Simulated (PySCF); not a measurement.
# C4H15AsGaN: the cost of one run

Computed with PySCF 2.14.0 and routines of our own; the level stands in each step. Atoms count from 0.

## 1. The system as given

22 atoms, charge 0, multiplicity 1; geometry from: GFN2-xTB.

## 2. Magnetic properties: GIAO PBE/pcSseg-1

Job settings and geometry (Å):

```
{"job": {"kind": "mag", "xc": "PBE", "basis": "pcSseg-1", "isotopologues": 2}, "charge": 0, "multiplicity": 1}
C     -3.160641     0.729410    -1.018174
C     -2.215526     0.847482     0.172145
C     -1.023110    -0.094928     0.041040
As     0.272786     0.009370     1.512446
Ga     1.877194    -1.953299     0.463994
N      2.280862    -0.842023    -0.943133
C      3.090456     0.367673    -0.816775
H     -2.648087     0.994526    -1.940407
H     -4.013465     1.393283    -0.895401
H     -3.529092    -0.289906    -1.112464
H     -2.761209     0.615772     1.093352
H     -1.856110     1.879629     0.251412
H     -1.364109    -1.135787    -0.018056
H     -0.472680     0.107078    -0.884739
H      0.441371     1.501351     1.480216
H     -0.738867     0.159957     2.615904
H      0.755227    -2.985018     0.159618
H      2.862310    -2.196159     1.641875
H      2.301902    -1.172640    -1.902698
H      4.134079     0.219601    -1.117546
H      3.081075     0.679974     0.234447
H      2.675222     1.184039    -1.420650
```

Level: GIAO PBE/pcSseg-1 magnetisability, rotational g tensor and spin-rotation constants, non-relativistic, gas phase.

Run with:

```
$ OMP_NUM_THREADS=1 python excited_run.py task.json out
```

The driver reads the jobs from task.json and runs them one after another.

Q: Estimate the wall time and peak memory of this first job on 1 thread of Arm Neoverse V2, shared host.

About 88 s, with a peak of 0.97 GiB.
